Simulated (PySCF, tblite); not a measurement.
# C₈H₇BF₂: infrared bands and NMR shifts

Aim: predict the infrared bands and NMR shifts of C₈H₇BF₂ (`C=Cc1ccc(B(F)F)cc1`).

The runs use tblite 0.8.0 and PySCF 2.14.0, with density-fitted response routines of our own; the level of theory stands in each step. All values are computed, except where a source is named. Atoms count from 0, in the outputs and in this text.

**1. The starting structure**

18 atoms, charge 0, multiplicity 1; geometry from: GFN2-xTB.

Bonds of the start (Å): C0–C1 1.33, C1–C2 1.46, C2–C3 1.40, C3–C4 1.38, C4–C5 1.40, C5–B6 1.55, B6–F7 1.32, B6–F8 1.32, C5–C9 1.40, C9–C10 1.38, C10–C2 1.40, C0–H11 1.08, C0–H12 1.08, C1–H13 1.08, C3–H14 1.08, C4–H15 1.08, C9–H16 1.08, C10–H17 1.08.

**2. Harmonic vibrations with GFN2-xTB**

The job: settings as JSON, then the geometry in Å.

```
{"job": {"kind": "ir", "xc": "GFN2-xTB", "basis": "xTB"}, "charge": 0, "multiplicity": 1}
C     -3.262903    -0.831620     0.291113
C     -2.444458     0.181309     0.029665
C     -0.988661     0.137143    -0.008028
C     -0.254735    -1.038743     0.168824
C      1.122215    -1.025165     0.126172
C      1.833877     0.161710    -0.093332
B      3.382310     0.174110    -0.133011
F      4.090639     1.271347    -0.340625
F      4.120128    -0.909738     0.039681
C      1.093865     1.337145    -0.273145
C     -0.283448     1.323221    -0.233000
H     -4.330785    -0.697620     0.298101
H     -2.913642    -1.825752     0.510384
H     -2.868115     1.157060    -0.175224
H     -0.767926    -1.972365     0.338352
H      1.673587    -1.943790     0.263445
H      1.620955     2.264136    -0.445402
H     -0.831661     2.243929    -0.375625
```

**Question.** This job is followed by: GIAO PBE0/pcSseg-1 NMR shielding, non-relativistic, gas phase. Predict these results of the whole session: strongest single infrared mode (GFN2-xTB); zero-point energy (GFN2-xTB); 13C shifts against TMS (PBE0/pcSseg-1, means over atoms taken as alike); 1H shifts against TMS (PBE0/pcSseg-1, means over atoms taken as alike); 11B shifts against BF3·OEt2 (PBE0/pcSseg-1); 19F shifts against CFCl3 (PBE0/pcSseg-1, means over atoms taken as alike).

The runs gave:

| quantity | value |
| --- | --- |
| strongest single infrared mode (GFN2-xTB) | 1300 cm⁻¹, 432 km/mol |
| zero-point energy (GFN2-xTB) | 80.7 kcal/mol |
| 13C shifts against TMS (PBE0/pcSseg-1, means over atoms taken as alike) | 147.1, 144.3, 144.1, 131.0, 128.9, 123.1 ppm |
| 1H shifts against TMS (PBE0/pcSseg-1, means over atoms taken as alike) | 8.24, 7.80, 6.90, 6.49, 5.84 ppm |
| 11B shifts against BF3·OEt2 (PBE0/pcSseg-1) | 24.1 ppm |
| 19F shifts against CFCl3 (PBE0/pcSseg-1, means over atoms taken as alike) | -93.5 ppm |

In words: All 48 modes are real, so the xTB geometry is a minimum. The strongest single mode, at 1300 cm⁻¹, is spread over many atoms; the largest shares are those of B6, C5. GFN2-xTB is a fitted tight-binding method: band positions and strengths are rough. Its intensities can rank the bands wrongly. At PBE0/pcSseg-1: The largest span, 280 ppm, is at F7, F8, where the paramagnetic term is -202 ppm. NICS(1)zz of -26 ppm above the planar ring from C2 marks a diatropic (aromatic) ring current.
